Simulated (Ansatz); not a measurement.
# Hf2AlN3: the cost of one run

Computed with Ansatz 0.2.0 (DFT PBE, scalar-relativistic, plane waves, PAW, unless a step's input says otherwise).

2 further runs of the same task are left out: 1 that didn't finish, 1 set aside as unsound or not needed.

## Step 1: Starting point

The structure is trigonal, space group P3m1 (No. 156). Conventional cell: a = 3.432 Å, b = 3.432 Å, c = 8.407 Å, α = 90.00°, β = 90.00°, γ = 120.00°. Hf (site symmetry 3m) has 4 N at 2.10 Å as nearest neighbours. Around Al (site symmetry 3m) lie 4 N at 2.10 Å. N (site symmetry 3m) is surrounded by 3 Al at 2.10 Å and 1 Hf at 2.10 Å. N (site symmetry 3m) is surrounded by 3 Hf at 2.10 Å and 1 Al at 2.10 Å. N (site symmetry 3m) has 4 Hf at 2.10 Å as nearest neighbours.

As a file:

```
CELL_PARAMETERS angstrom
3.43198 0.00000 0.00000
-1.71599 2.97219 0.00000
0.00000 0.00000 8.40661
ATOMIC_POSITIONS crystal
Hf 0.00000 0.00000 0.00000
Hf 0.33333 0.66667 0.33333
Al 0.66667 0.33333 0.66667
N 0.00000 0.00000 0.75000
N 0.66667 0.33333 0.41667
N 0.33333 0.66667 0.08333
```

The start is an ordering of an alloy on its end members' structure types: elements ordered on the sites of the AlN type, Hf/Al on Al (P3m1, No. 156).

## Step 2: The guess as it stands, on a coarse mesh

input.yaml

```yaml
crystal:
  lattice:
    - [3.43198459, 0.0, 0.0]
    - [-1.7159923, 2.97218584, 0.0]
    - [0.0, 0.0, 8.40661105]
  atoms:
    - { symbol: Hf, position: [0.0, 0.0, 0.0] }
    - { symbol: Hf, position: [0.33333333, 0.66666667, 0.33333333] }
    - { symbol: Al, position: [0.66666667, 0.33333333, 0.66666667] }
    - { symbol: "N", position: [0.0, 0.0, 0.75] }
    - { symbol: "N", position: [0.66666667, 0.33333333, 0.41666667] }
    - { symbol: "N", position: [0.33333333, 0.66666667, 0.08333333] }
basis:
  ecutwfc: 420
kpoints:
  mp_grid: { grid: [6, 6, 2] }
hamiltonian:
  xc: pbe
scf:
  occupations: { method: gaussian, width: 0.1 }
  lower_state_search: "off"
output:
  forces: true
  stress: true
  eigenvalues: true
```

Started as:

```bash
> ansatz run input.yaml --threads 1 --pin off --max-ram 2560MiB --backend cpu --events-out ev --progress --plain --runs-dir out
```

Q: Estimate wall time and peak memory on 1 thread of AMD EPYC (Zen 3), shared host.

About 6.9 s, with a peak of 0.35 GiB.
